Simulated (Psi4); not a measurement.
**singlet SnH3Se+ at 3 levels**

Aim: a comparison of 3 runs (BLYP/def2-TZVP, TPSS/def2-TZVP, r2SCAN/def2-TZVP) of singlet SnH3Se+. 

The results are computed with Psi4 1.11.

## 1. The molecule

SnH3Se+ has 5 atoms, charge +1, and is taken as a singlet. As SMILES of the parent species, `[SeH][SnH2]`. The shape is that of a PBE0-D4/def2-TZVP optimisation. This is one conformer, not always the lowest. That shape belongs to the parent species and isn't relaxed for this state.

Bond lengths: Se1–Sn2 2.541 Å, Se1–H3 1.469 Å, Sn2–H4 1.727 Å, Sn2–H5 1.723 Å. Angles: Se1–Sn2–H4 107.7°, Se1–Sn2–H5 103.8°, Sn2–Se1–H3 92.1°, H4–Sn2–H5 109.5°.

## 2. The energy at BLYP/def2-TZVP (core potential) (run 1)

h3sesn.inp

```
memory 1600 mb

molecule molecule1 {
  1 1
  Se     1.90711160    -1.78295660     2.04921901
  Sn     0.09921062     0.85793566    -1.53048919
  H      0.10261213    -3.83860068     1.57792131
  H     -3.15414187     0.75059922    -1.29899774
  H      1.13950485     3.87393856    -0.87551011
  units au
  symmetry c1
  no_reorient
  no_com
}

set basis def2-TZVP
set puream true
set e_convergence 1e-09
set d_convergence 1e-08
set scf_type pk
set dft_radial_points 99
set dft_spherical_points 590

energy_value, wavefunction = energy('blyp', return_wfn=True)
oeprop(wavefunction, 'MULLIKEN_CHARGES', 'WIBERG_LOWDIN_INDICES', 'MAYER_INDICES', title='BLYP')
print_variables()
```

On the command line:

```
psi4 -n 1 h3sesn.inp h3sesn.out
```

h3sesn.out:

```text
[...]
    !!!  WARNING: ECP capability is in beta. Please check occupations closely.  !!!
[...]
  Running in c1 symmetry.
[...]
  Nuclear repulsion =  196.366997445981667
[...]
  Multiplicity = 1
[...]
  Nalpha       = 29
  Nbeta        = 29
[...]
    Number of basis functions: 116
[...]
 WARNING: Atomic UHF is not converging! Try casting from a smaller basis or call Rob at CCMST.
   -------------------------
[...]
   @RKS iter   1: -2616.51055333195291   -2.27733e+00   1.89643e-02 DIIS/ADIIS
[...]
   @RKS iter  14: -2617.33929507786843   -4.54747e-13   2.58275e-09 DIIS
[...]
  @RKS Final Energy: -2617.33929507786843
   => Energetics <=
    Nuclear Repulsion Energy =            196.3669974459816672
    One-Electron Energy =               -4099.3935634340905381
    Two-Electron Energy =                1391.6428624022478289
    DFT Exchange-Correlation Energy =    -105.9555914920072581
    Empirical Dispersion Energy =           0.0000000000000000
    VV10 Nonlocal Energy =                  0.0000000000000000
    Total Energy =                      -2617.3392950778684281
[...]
 Multipole Moments:
 ------------------------------------------------------------------------------------
     Multipole            Electronic (a.u.)      Nuclear  (a.u.)        Total (a.u.)
 ------------------------------------------------------------------------------------
 L = 1.  Multiply by 2.5417464519 to convert [e a0] to [Debye]
 Dipole X            :        -64.7034781           65.1124031            0.4089250
 Dipole Y            :         40.8303338          -40.9600028           -0.1296689
 Dipole Z            :        -36.1155873           35.4060976           -0.7094897
 Magnitude           :                                                    0.8291015
[...]
  Mulliken Charges: (a.u.)
   Center  Symbol    Alpha    Beta     Spin     Total
       1    SE    16.97405 16.97405  0.00000  0.05190
       2    SN    10.67901 10.67901  0.00000  0.64199
       3     H     0.41528  0.41528  0.00000  0.16945
       4     H     0.46355  0.46355  0.00000  0.07289
       5     H     0.46811  0.46811  0.00000  0.06378
   Total alpha = 29.00000, Total beta = 29.00000, Total charge =  1.00000
  Mayer Bond Indices:
[...]
```

Run time: 24 s. Hardware: 1 thread of Intel Xeon Platinum 8375C at 2.90GHz (Ice Lake), shared host; peak memory 0.72 GiB.

## 3. Energy and forces at TPSS/def2-TZVP (core potential) (run 2)

h3sesn.xyz

```xyz
5
H3SeSn
Se     1.009200    -0.943500     1.084400
Sn     0.052500     0.454000    -0.809900
H      0.054300    -2.031300     0.835000
H     -1.669100     0.397200    -0.687400
H      0.603000     2.050000    -0.463300
```

h3sesn.py

```python
import psi4

psi4.set_memory(1600000000)
psi4.set_num_threads(1)
psi4.set_output_file('h3sesn.out', False)

with open('h3sesn.xyz') as f:
    atoms = ''.join(f.readlines()[2:])
m = psi4.geometry('1 1\n' + atoms + 'symmetry c1')

psi4.set_options({
    'reference': 'rks',
    'puream': True,
    'e_convergence': 1e-09,
    'd_convergence': 1e-08,
    'scf_type': 'pk',
    'dft_radial_points': 99,
    'dft_spherical_points': 590,
})

e_tot = psi4.gradient('tpss/def2-TZVP', molecule=m)
print('gradient / Eh bohr^-1')
print(e_tot.np.round(6))
```

On the command line:

```
python h3sesn.py
```

h3sesn.out:

```text
[...]
    !!!  WARNING: ECP capability is in beta. Please check occupations closely.  !!!
[...]
  Running in c1 symmetry.
[...]
  Nuclear repulsion =  196.366997372113474
[...]
  Multiplicity = 1
[...]
  Nalpha       = 29
  Nbeta        = 29
[...]
    Number of basis functions: 116
[...]
 WARNING: Atomic UHF is not converging! Try casting from a smaller basis or call Rob at CCMST.
   -------------------------
[...]
   @RKS iter   1: -2616.41615819314666   -2.30549e+00   1.88016e-02 ADIIS/DIIS
[...]
   @RKS iter  15: -2617.20348382038219   -2.27374e-12   2.14979e-09 DIIS
[...]
  @RKS Final Energy: -2617.20348382038219
   => Energetics <=
    Nuclear Repulsion Energy =            196.3669973721134738
    One-Electron Energy =               -4099.4887564660884891
    Two-Electron Energy =                1391.7444595674755874
    DFT Exchange-Correlation Energy =    -105.8261842938829318
    Empirical Dispersion Energy =           0.0000000000000000
    VV10 Nonlocal Energy =                  0.0000000000000000
    Total Energy =                      -2617.2034838203821892
[...]
 Multipole Moments:
 ------------------------------------------------------------------------------------
     Multipole            Electronic (a.u.)      Nuclear  (a.u.)        Total (a.u.)
 ------------------------------------------------------------------------------------
 L = 1.  Multiply by 2.5417464519 to convert [e a0] to [Debye]
 Dipole X            :        -18.2973008           17.8819925           -0.4153083
 Dipole Y            :         29.7529089          -29.6664628            0.0864461
 Dipole Z            :        -42.0315887           41.3234341           -0.7081546
 Magnitude           :                                                    0.8254919
[...]
  -Total Gradient:
     Atom            X                  Y                   Z
    ------   -----------------  -----------------  -----------------
       1       -0.002121000001    -0.005834865056     0.016153829773
       2        0.007231386111    -0.007425174742    -0.038282964381
       3        0.003972187486     0.003082727226    -0.000880901820
       4       -0.003085767388     0.007179398221     0.012353040318
       5       -0.005991708209     0.003003509866     0.010657313320
[...]
```

Standard output:

```text
gradient / Eh bohr^-1
[[-0.002121 -0.005835  0.016154]
 [ 0.007231 -0.007425 -0.038283]
 [ 0.003972  0.003083 -0.000881]
 [-0.003086  0.007179  0.012353]
 [-0.005992  0.003004  0.010657]]
```

Run time: 95 s. Hardware: 1 thread of Intel Xeon Platinum 8375C at 2.90GHz (Ice Lake), shared host; peak memory 0.73 GiB.

## 4. Energy and forces at r2SCAN/def2-TZVP (core potential) (run 3)

h3sesn.dat

```
memory 1.6 GB

molecule mol {
  1 1
  Se     1.90711160    -1.78295660     2.04921901
  Sn     0.09921062     0.85793566    -1.53048919
  H      0.10261213    -3.83860068     1.57792131
  H     -3.15414187     0.75059922    -1.29899774
  H      1.13950485     3.87393856    -0.87551011
  units au
  symmetry c1
  no_reorient
  no_com
}

set basis def2-TZVP
set puream true
set e_convergence 1e-09
set d_convergence 1e-08
set scf_type pk
set dft_radial_points 99
set dft_spherical_points 590

result, w = gradient('r2scan', return_wfn=True)
print_variables()
```

On the command line:

```
psi4 -i h3sesn.dat -o h3sesn.out -n 1
```

h3sesn.out:

```text
[...]
    !!!  WARNING: ECP capability is in beta. Please check occupations closely.  !!!
[...]
  Running in c1 symmetry.
[...]
  Nuclear repulsion =  196.366997445981667
[...]
  Multiplicity = 1
[...]
  Nalpha       = 29
  Nbeta        = 29
[...]
    Number of basis functions: 116
[...]
 WARNING: Atomic UHF is not converging! Try casting from a smaller basis or call Rob at CCMST.
   -------------------------
[...]
   @RKS iter   1: -2616.61321630956718   -2.38593e+00   1.88691e-02 ADIIS/DIIS
[...]
   @RKS iter  14: -2617.41633641792532   -3.18323e-12   3.67898e-09 DIIS
[...]
  @RKS Final Energy: -2617.41633641792532
   => Energetics <=
    Nuclear Repulsion Energy =            196.3669974459816672
    One-Electron Energy =               -4100.3400346450525831
    Two-Electron Energy =                1392.6477556284896764
    DFT Exchange-Correlation Energy =    -106.0910548473442674
    Empirical Dispersion Energy =           0.0000000000000000
    VV10 Nonlocal Energy =                  0.0000000000000000
    Total Energy =                      -2617.4163364179253222
[...]
 Multipole Moments:
 ------------------------------------------------------------------------------------
     Multipole            Electronic (a.u.)      Nuclear  (a.u.)        Total (a.u.)
 ------------------------------------------------------------------------------------
 L = 1.  Multiply by 2.5417464519 to convert [e a0] to [Debye]
 Dipole X            :        -64.7702202           65.1124031            0.3421830
 Dipole Y            :         40.8813458          -40.9600028           -0.0786570
 Dipole Z            :        -36.2354315           35.4060976           -0.8293339
 Magnitude           :                                                    0.9005947
[...]
  -Total Gradient:
     Atom            X                  Y                   Z
    ------   -----------------  -----------------  -----------------
       1        0.001059573117    -0.006134478885     0.020036092501
       2        0.007553037731    -0.007667657293    -0.042858719890
       3        0.002747897270     0.001511351032    -0.001213583721
       4       -0.004711360498     0.007626615903     0.012869146980
       5       -0.005894485971     0.004670453417     0.011321425414
[...]
```

It took 94 s on 1 thread of Intel Xeon Platinum 8375C at 2.90GHz (Ice Lake), shared host; peak memory 0.73 GiB.

## 5. Overview of the runs

```
run                              level      task                 properties   energy (Eh)  HOMO energy (eV)  LUMO energy (eV)  HOMO–LUMO gap (eV)  wall time
  1    BLYP/def2-TZVP (core potential)    energy  (mulliken, wiberg, mayer)  -2617.339295            -11.98            -10.53                1.46       24 s
  2    TPSS/def2-TZVP (core potential)  gradient                          –  -2617.203484            -12.18            -10.58                1.60       95 s
  3  r2SCAN/def2-TZVP (core potential)  gradient                          –  -2617.416336            -12.33            -10.61                1.72       94 s
```

## 6. What came out

| quantity | value |
| --- | --- |
| run 3: total energy | -2617.41634 Eh |
| run 3: HOMO energy | -12.33 eV |
| run 3: LUMO energy | -10.61 eV |
| run 3: HOMO–LUMO gap | 1.72 eV |
| run 3: largest force on an atom | 2.272 eV/Å |

**Reading.** The HOMO–LUMO gap runs from 1.46 eV (BLYP/def2-TZVP) to 1.72 eV (r2SCAN/def2-TZVP). Totals of different functionals can't be ranked against each other. All runs together took 3.5 min, the longest 95 s.
